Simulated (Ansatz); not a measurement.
# CH3FSi2: the cost of one run

All numbers below are computed with Ansatz 0.2.0 (RKS B3LYP-D4/def2-SVP).

### 1 Starting point

Bond lengths: C1–Si2 1.762 Å, Si2–Si3 2.230 Å, Si3–F4 1.638 Å, C1–H5 1.079 Å, C1–H6 1.077 Å, Si3–H7 1.474 Å. Angles: C1–Si2–Si3 127.5°, Si2–C1–H5 122.9°, Si2–C1–H6 121.7°, H5–C1–H6 114.1°, Si2–Si3–F4 104.4°, Si2–Si3–H7 132.7°, F4–Si3–H7 95.0°.

Structure file:

```xyz
7

C    -1.0470    1.5622   -0.1703
Si   -0.5162    0.0626    0.5882
Si    1.2128   -1.2169    0.0000
F     0.5618   -2.7037   -0.2230
H    -0.7416    1.8579   -1.1617
H    -1.8627    2.1412    0.2296
H     2.3928   -1.7032    0.7371
```

### 2 End point A

File input.yaml:

```yaml
crystal:
  periodic: [false, false, false]
  atoms:
    - { symbol: C, position_ang: [-1.04699, 1.56217, -0.17033] }
    - { symbol: Si, position_ang: [-0.51616, 0.06256, 0.58821] }
    - { symbol: Si, position_ang: [1.21283, -1.21691, -3.0e-05] }
    - { symbol: F, position_ang: [0.56185, -2.70373, -0.22296] }
    - { symbol: H, position_ang: [-0.74161, 1.85795, -1.16165] }
    - { symbol: H, position_ang: [-1.86275, 2.14118, 0.22962] }
    - { symbol: H, position_ang: [2.39282, -1.70321, 0.73712] }
basis:
  gaussian: { orbitals: def2-SVP }
hamiltonian:
  xc: b3lyp
  dispersion: d4
relax:
  f_tol: 0.015
  max_steps: 40
```

Command:

```console
$ ansatz run input.yaml --threads 1 --pin off --max-ram 2048MiB --backend cpu --events-out ev --progress --plain --runs-dir out
```

Q: Estimate wall time and peak memory on 1 thread of Intel Xeon Platinum 8375C at 2.90GHz (Ice Lake), shared host.

About 24 s, with a peak of 0.16 GiB.
